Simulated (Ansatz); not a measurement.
# Li9Os2O12: the cost of one run

Method: DFT PBEsol, plane waves, PAW, scalar-relativistic, no spin polarisation, in Ansatz 0.2.0.

### 1 The structure to begin with

The cell holds 23 atoms (Li9O12Os2): a = 6.575 Å, b = 6.575 Å, c = 5.103 Å, α = 82.45°, β = 82.45°, γ = 84.76°.

As a file:

```xyz
23
Lattice="0.8640 4.4318 4.7792 0.8640 -4.4318 4.7792 5.1029 0.0000 0.0000" Properties=species:S:1:pos:R:3 pbc="T T T"
Li    3.4154   -1.5066    4.7792
Li    3.4154    1.5066    4.7792
Li    1.7077    1.6151    2.3896
Li    1.7077   -1.6151    2.3896
Li    4.2592    0.0000    2.3896
Os    2.5515    0.0000    0.0000
O     5.1721    1.3805    3.6427
O     4.2103    3.0513    5.9156
O     4.2103   -3.0513    5.9156
O     5.1721   -1.3805    3.6427
O     2.4185    0.0000    3.6879
O     0.9970    0.0000    1.0912
Li    0.8640    2.9252    4.7792
Li    0.8640   -2.9252    4.7792
Li    5.1232    1.6151    7.1687
Li    5.1232   -1.6151    7.1687
Os    0.8640    0.0000    4.7792
O     2.6206   -3.0513    3.6427
O     1.6588   -1.3805    5.9156
O     1.6588    1.3805    5.9156
O     2.6206    3.0513    3.6427
O     5.8339    0.0000    8.4671
O     4.4124    0.0000    5.8704
```

### 2 Run 1

60 steps of 1 fs at constant energy, with velocities drawn for 1800 K.

The input, input.yaml:

```yaml
crystal:
  lattice:
    - [0.863967, 4.431768, 4.77916]
    - [0.863967, -4.431768, 4.77916]
    - [5.102949, 0.0, 0.0]
  atoms:
    - { symbol: Li, position: [0.3300253, 0.6699748, 0.5] }
    - { symbol: Li, position: [0.6699748, 0.3300253, 0.5] }
    - { symbol: Li, position: [0.4322138, 0.0677862, 0.25] }
    - { symbol: Li, position: [0.0677862, 0.4322138, 0.25] }
    - { symbol: Li, position: [0.25, 0.25, 0.75] }
    - { symbol: Os, position: [0.0, 0.0, 0.5] }
    - { symbol: O, position: [0.5368518, 0.2253567, 0.8845041] }
    - { symbol: O, position: [0.9631482, 0.2746433, 0.6154959] }
    - { symbol: O, position: [0.2746433, 0.9631482, 0.6154959] }
    - { symbol: O, position: [0.2253567, 0.5368518, 0.8845041] }
    - { symbol: O, position: [0.3858336, 0.3858336, 0.3432864] }
    - { symbol: O, position: [0.1141664, 0.1141664, 0.1567136] }
    - { symbol: Li, position: [0.8300253, 0.1699747, 0.0] }
    - { symbol: Li, position: [0.1699747, 0.8300253, 0.0] }
    - { symbol: Li, position: [0.9322138, 0.5677862, 0.75] }
    - { symbol: Li, position: [0.5677862, 0.9322138, 0.75] }
    - { symbol: Os, position: [0.5, 0.5, 0.0] }
    - { symbol: O, position: [0.0368518, 0.7253567, 0.3845041] }
    - { symbol: O, position: [0.4631482, 0.7746433, 0.1154959] }
    - { symbol: O, position: [0.7746433, 0.4631482, 0.1154959] }
    - { symbol: O, position: [0.7253567, 0.0368518, 0.3845041] }
    - { symbol: O, position: [0.8858336, 0.8858336, 0.8432865] }
    - { symbol: O, position: [0.6141664, 0.6141664, 0.6567136] }
total_charge: -1
basis:
  ecutwfc: 420.0
kpoints:
  mp_grid: { grid: [2, 2, 2] }
hamiltonian:
  xc: pbesol
scf:
  occupations: { method: fermi_dirac, width: 0.05 }
  lower_state_search: "off"
md:
  timestep: 1
  n_steps: 60
  ensemble: nve
  temperature: 1800.0
  initial_velocities: maxwell_boltzmann
  seed: 990491
```

Run with:

```sh
$ ansatz run input.yaml --threads 1 --pin off --max-ram 3072MiB --backend cpu --events-out ev --progress --plain --runs-dir out
```

What time and memory should one allow on 1 thread of Arm Neoverse V2, shared host?

About 6.4 min, with a peak of 0.59 GiB.
